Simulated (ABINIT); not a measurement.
# Si2Te (P6/mmm) in ABINIT: further runs, part 2 of 2

ABINIT 10.8.3 (patched build). Earlier steps stand in the parts before.

### Step 3. Band structure, PBE

run.abi

```
# Datasets: ground state, then fixed potential
ndtset 2

# Pseudopotentials
pp_dirpath "./"
pseudos "Si.upf, Te.upf"

# Structure
acell 3*1.0
rprim
     7.8810272137     0.0000000000     0.0000000000
    -3.9405136069     6.8251805361     0.0000000000
     0.0000000000     0.0000000000     8.0563749008
ntypat 2
znucl 14 52
natom 3
typat 1 1 2
xcart
    -0.0000208523     2.4078320391     2.1316250000
     2.0852508523     1.2038979609     2.1316250000
     0.0000000000     0.0000000000     0.0000000000 Angstrom

# Plane-wave basis
ecut 53.0

# Exchange and correlation
ixc 11

# Bands and occupations
occopt 3
tsmear 0.00183747

# SCF cycle
nstep 100

# Output
iomode 3
prtwf 0
prteig 0
prtebands 0
enunit 1
prtden1 1
prtvha1 1
prtvclmb1 1
prtpot1 1
prtelf1 1

# Dataset 1
kptopt1 1
ngkpt1 7 7 6
nshiftk1 1
shiftk1 0.0 0.0 0.0
nband1 20
tolvrs1 1.0e-10

# Dataset 2: bands along G-M-K-G-A-L-H-A
iscf2 -2
getden2 1
nband2 26
nbdbuf2 4
tolwfr2 1.0e-11
kptopt2 -7
ndivsm2 6
prteig2 1
prtvol2 -3
kptbounds2
     0.0000000000     0.0000000000     0.0000000000
     0.5000000000     0.0000000000     0.0000000000
     0.3333333333     0.3333333333     0.0000000000
     0.0000000000     0.0000000000     0.0000000000
     0.0000000000     0.0000000000     0.5000000000
     0.5000000000     0.0000000000     0.5000000000
     0.3333333333     0.3333333333     0.5000000000
     0.0000000000     0.0000000000     0.5000000000
```

Potentials or basis: PseudoDojo NC SR PBE v0.4 stringent.

Command:

```sh
$ abinit run.abi > log 2>&1
```

run.abo:

```text
.Version 10.8.3 of ABINIT
 DATASET    1 : space group Cm m m (# 65); Bravais oC (1-face-center ortho.)
================================================================================
 Values of the parameters that define the memory need for DATASET  1.
     intxc =       0    ionmov =       0      iscf =       7    lmnmax =       8
     lnmax =       8     mgfft =      54  mpssoang =       4    mqgrid =    3001
     natom =       3  nloc_mem =       1    nspden =       1   nspinor =       1
    nsppol =       1      nsym =       8    n1xccc =    2501    ntypat =       2
    occopt =       3   xclevel =       2
       mpw =        8020          nfft =      157464          nkpt =          64
================================================================================
================================================================================

 DATASET    2 : space group Cm m m (# 65); Bravais oC (1-face-center ortho.)
================================================================================
 Values of the parameters that define the memory need for DATASET  2.
     intxc =       0    ionmov =       0      iscf =      -2    lmnmax =       8
     lnmax =       8     mgfft =      54  mpssoang =       4    mqgrid =    3001
     natom =       3  nloc_mem =       1    nspden =       1   nspinor =       1
    nsppol =       1      nsym =       8    n1xccc =    2501    ntypat =       2
    occopt =       3   xclevel =       2
       mpw =        8036          nfft =      157464          nkpt =          66
================================================================================
================================================================================

--------------------------------------------------------------------------------
------------- Echo of variables that govern the present computation ------------
--------------------------------------------------------------------------------
 -outvars: echo values of preprocessed input variables --------
            acell      7.8810318734E+00  7.8810318734E+00  8.0563749008E+00 Bohr
              amu      2.80855000E+01  1.27600000E+02
             ecut      5.30000000E+01 Hartree
           enunit           1
           getden1          0
[... 987 lines left out ...]
-152.46046 -102.50452 -102.47818 -102.47817  -29.76725  -29.75607  -29.75606  -29.73422
 -29.73422   -6.20232   -0.58029    2.74369    4.81967    4.81998    5.25088    5.25103
   6.03415    9.66337   10.87801   11.90586   11.90610   12.21526   14.81059   14.81081
  16.00669   16.04494
 kpt#   2, nband= 26, wtk=  1.00000, kpt=  0.0500  0.0000  0.0000 (reduced coord)
-152.46046 -102.50452 -102.47818 -102.47817  -29.76722  -29.75608  -29.75607  -29.73422
 -29.73416   -6.17739   -0.59577    2.77085    4.30739    4.54867    5.37127    5.55030
   6.42234    9.78387   10.78167   11.79179   11.88797   12.04363   14.63925   14.83826
  16.22928   16.28657
 kpt#   3, nband= 26, wtk=  1.00000, kpt=  0.1000  0.0000  0.0000 (reduced coord)
-152.46046 -102.50452 -102.47818 -102.47817  -29.76714  -29.75614  -29.75609  -29.73421
 -29.73400   -6.10289   -0.64574    2.85220    3.56388    4.16907    5.37042    6.01105
   7.15996   10.12804   10.50004   11.49939   11.63343   11.84667   14.30473   15.04123
  15.90331   16.70900
 kpt#   4, nband= 26, wtk=  1.00000, kpt=  0.1500  0.0000  0.0000 (reduced coord)
-152.46046 -102.50452 -102.47818 -102.47817  -29.76702  -29.75624  -29.75611  -29.73420
[... 299 lines left out ...]
-152.46046 -102.50452 -102.47818 -102.47817  -29.76540  -29.75658  -29.75653  -29.73417
 -29.73398   -4.51170   -4.02659    4.16140    4.83630    5.22396    6.33090    6.59659
   7.33362    7.65597    8.86722    9.35987    9.64136   12.17224   12.93079   14.73591
  15.52101   21.77422
 kpt#  65, nband= 26, wtk=  1.00000, kpt=  0.0278  0.0278  0.5000 (reduced coord)
-152.46046 -102.50452 -102.47818 -102.47817  -29.76547  -29.75652  -29.75651  -29.73418
 -29.73413   -4.56004   -4.10139    4.77155    5.02877    5.85558    6.44843    6.87516
   6.91585    7.09304    8.52050    8.73239   10.05376   11.93453   12.19886   14.59734
  15.39075   22.36170
 kpt#  66, nband= 26, wtk=  1.00000, kpt=  0.0000  0.0000  0.5000 (reduced coord)
-152.46045 -102.50452 -102.47818 -102.47817  -29.76550  -29.75651  -29.75650  -29.73418
 -29.73418   -4.57636   -4.12636    5.08339    5.08371    6.48473    6.48479    6.48752
   6.60108    7.13563    8.41762    8.41794   10.29588   11.85293   11.85307   14.55184
  15.34846   22.66408

== END DATASET(S) ==============================================================
================================================================================

 -outvars: echo values of variables after computation  --------
            acell      7.8810318734E+00  7.8810318734E+00  8.0563749008E+00 Bohr
           etotal1    -2.8891533942E+02
            fcart1     6.4682951330E-06 -3.7344660481E-06 -0.0000000000E+00
                      -6.4682951330E-06  3.7344660481E-06 -0.0000000000E+00
                      -0.0000000000E+00 -0.0000000000E+00 -0.0000000000E+00
            rprim      1.0000000000E+00  1.0240864497E-06  0.0000000000E+00
                      -5.0000029563E-01  8.6602523310E-01  0.0000000000E+00
                       0.0000000000E+00  0.0000000000E+00  1.0000000000E+00
           strten1     1.1247372753E-05  1.1191338293E-05 -3.4593580968E-06
                       0.0000000000E+00  0.0000000000E+00 -4.8527112704E-08
           xangst     -2.1674976364E-05  2.4078306142E+00  2.1316249986E+00
                       2.0852516735E+00  1.2038993833E+00  2.1316249986E+00
                       0.0000000000E+00  0.0000000000E+00  0.0000000000E+00
             xred      3.3332999989E-01  6.6667000011E-01  5.0000000000E-01
                       6.6667000011E-01  3.3332999989E-01  5.0000000000E-01
                       0.0000000000E+00  0.0000000000E+00  0.0000000000E+00
 Calculation completed.
```

It took 9.6 min on 1 thread of Arm Neoverse V2, shared host; peak memory 0.29 GiB.

What came out:

| Item | Value |
| --- | --- |
| Free energy | -7861.7869 eV |
| Pressure | -0.2 GPa |
| Band gap on the k mesh | none (metal or under the smearing width) |
| Valence electrons inside the program's atomic spheres | Si 1.66; Te 19.91 |

Levels at the corners of the path, in eV from the Fermi level:
```csv
point,band 12,band 13,band 14,band 15,band 16,band 17,band 18,band 19,band 20,band 21
Γ,-4.56,-2.48,-2.48,-2.05,-2.05,-1.27,2.36,3.57,4.60,4.60
M,-6.48,-4.70,-2.39,-1.41,-1.16,-0.02,0.95,2.57,5.43,6.52
K,-9.05,-3.14,-1.86,-0.93,-0.93,-0.31,-0.31,2.94,2.94,4.31
Γ,-4.56,-2.48,-2.48,-2.05,-2.05,-1.27,2.36,3.57,4.60,4.60
A,-2.22,-2.22,-0.82,-0.82,-0.82,-0.70,-0.17,1.11,1.11,2.99
L,-8.19,-5.62,-3.52,-2.72,-1.92,-0.34,4.28,4.67,7.14,7.51
H,-8.31,-6.42,-4.74,-4.74,0.98,3.58,3.58,3.73,3.73,6.72
A,-2.22,-2.22,-0.82,-0.82,-0.82,-0.70,-0.17,1.11,1.11,2.99
```

Caveat: spin-orbit coupling is left out, which moves the levels of the heavy elements.

### Step 4. Band structure, PBE

run.abi: that of step 3 with these lines changed.

```diff
@@ -5,3 +5,3 @@
 pp_dirpath "./"
-pseudos "Si.upf, Te.upf"
+pseudos "Si_ONCV_PBE-1.2.upf, Te_ONCV_PBE-1.2.upf"
 
@@ -23,3 +23,3 @@
 # Plane-wave basis
-ecut 53.0
+ecut 30.0
 
@@ -52,3 +52,3 @@
 shiftk1 0.0 0.0 0.0
-nband1 20
+nband1 16
 tolvrs1 1.0e-10
@@ -58,3 +58,3 @@
 getden2 1
-nband2 26
+nband2 22
 nbdbuf2 4
```

Potentials or basis: SG15 NC PBE v1.2.

Command:

```sh
$ abinit run.abi > log 2>&1
```

run.abo:

```text
.Version 10.8.3 of ABINIT
 DATASET    1 : space group Cm m m (# 65); Bravais oC (1-face-center ortho.)
================================================================================
 Values of the parameters that define the memory need for DATASET  1.
     intxc =       0    ionmov =       0      iscf =       7    lmnmax =       6
     lnmax =       6     mgfft =      40  mpssoang =       3    mqgrid =    3001
     natom =       3  nloc_mem =       1    nspden =       1   nspinor =       1
    nsppol =       1      nsym =       8    n1xccc =       0    ntypat =       2
    occopt =       3   xclevel =       2
       mpw =        3418          nfft =       64000          nkpt =          64
================================================================================
================================================================================

 DATASET    2 : space group Cm m m (# 65); Bravais oC (1-face-center ortho.)
================================================================================
[... 1136 lines left out ...]
== END DATASET(S) ==============================================================
================================================================================

 -outvars: echo values of variables after computation  --------
            acell      7.8810318734E+00  7.8810318734E+00  8.0563749008E+00 Bohr
           etotal1    -9.5228018532E+01
            fcart1     6.5369226920E-06 -3.7740881253E-06 -0.0000000000E+00
                      -6.5369226920E-06  3.7740881253E-06 -0.0000000000E+00
                      -2.8234431575E-22 -1.4117215788E-22 -0.0000000000E+00
            rprim      1.0000000000E+00  1.0240864497E-06  0.0000000000E+00
                      -5.0000029563E-01  8.6602523310E-01  0.0000000000E+00
                       0.0000000000E+00  0.0000000000E+00  1.0000000000E+00
           strten1     5.4476761942E-06  5.3914696578E-06 -6.8007642806E-06
                       0.0000000000E+00  0.0000000000E+00 -4.8676134859E-08
           xangst     -2.1674976364E-05  2.4078306142E+00  2.1316249986E+00
                       2.0852516735E+00  1.2038993833E+00  2.1316249986E+00
                       0.0000000000E+00  0.0000000000E+00  0.0000000000E+00
             xred      3.3332999989E-01  6.6667000011E-01  5.0000000000E-01
                       6.6667000011E-01  3.3332999989E-01  5.0000000000E-01
                       0.0000000000E+00  0.0000000000E+00  0.0000000000E+00
 Calculation completed.
```

Run time: 2.2 min. Hardware: 1 thread of Arm Neoverse V2, shared host; peak memory 0.14 GiB.

Results:

- Free energy: -2591.2864 eV
- Pressure: 0.0 GPa
- Band gap on the k mesh: none (metal or under the smearing width)
- Valence electrons inside the program's atomic spheres: Si 1.67; Te 11.91

Stress tensor (GPa, compression positive):
```
-0.16  0.00  0.00
 0.00 -0.16  0.00
 0.00  0.00  0.20
```

Levels at the corners of the path, in eV from the Fermi level:
| point | band 9 | band 10 | band 11 | band 12 | band 13 | band 14 | band 15 | band 16 |
| --- | --- | --- | --- | --- | --- | --- | --- | --- |
| Γ | -2.48 | -2.48 | -2.06 | -2.06 | -1.26 | 2.34 | 3.59 | 4.61 |
| M | -4.70 | -2.39 | -1.42 | -1.15 | -0.03 | 0.95 | 2.60 | 5.39 |
| K | -3.13 | -1.87 | -0.94 | -0.94 | -0.30 | -0.30 | 2.94 | 2.94 |
| Γ | -2.48 | -2.48 | -2.06 | -2.06 | -1.26 | 2.34 | 3.59 | 4.61 |
| A | -2.21 | -0.82 | -0.82 | -0.81 | -0.70 | -0.17 | 1.10 | 1.10 |
| L | -5.62 | -3.51 | -2.73 | -1.93 | -0.33 | 4.28 | 4.69 | 7.17 |
| H | -6.42 | -4.74 | -4.74 | 0.96 | 3.58 | 3.58 | 3.74 | 3.74 |
| A | -2.21 | -0.82 | -0.82 | -0.81 | -0.70 | -0.17 | 1.10 | 1.10 |

Caveat: spin-orbit coupling is left out, which moves the levels of the heavy elements.

### Step 5. Summary

| potentials or basis | cutoff (eV) | gap on the mesh (eV) | pressure (GPa) |
| --- | --- | --- | --- |
| PseudoDojo NC SR PBE v0.4.1 standard | 1088 | none | -0.1 |
| PseudoDojo NC SR PBE v0.4 stringent | 1442 | none | -0.2 |
| SG15 NC PBE v1.2 | 816 | none | 0.0 |

Alike in all rows: task band structure; level PBE; no spin polarisation; cell as given; k mesh 7 × 7 × 6; smearing fermi-dirac 0.05 eV.

Caveats: spin-orbit coupling is left out, which moves the levels of the heavy elements.

Absolute energies hang on the potentials; compare differences alone.
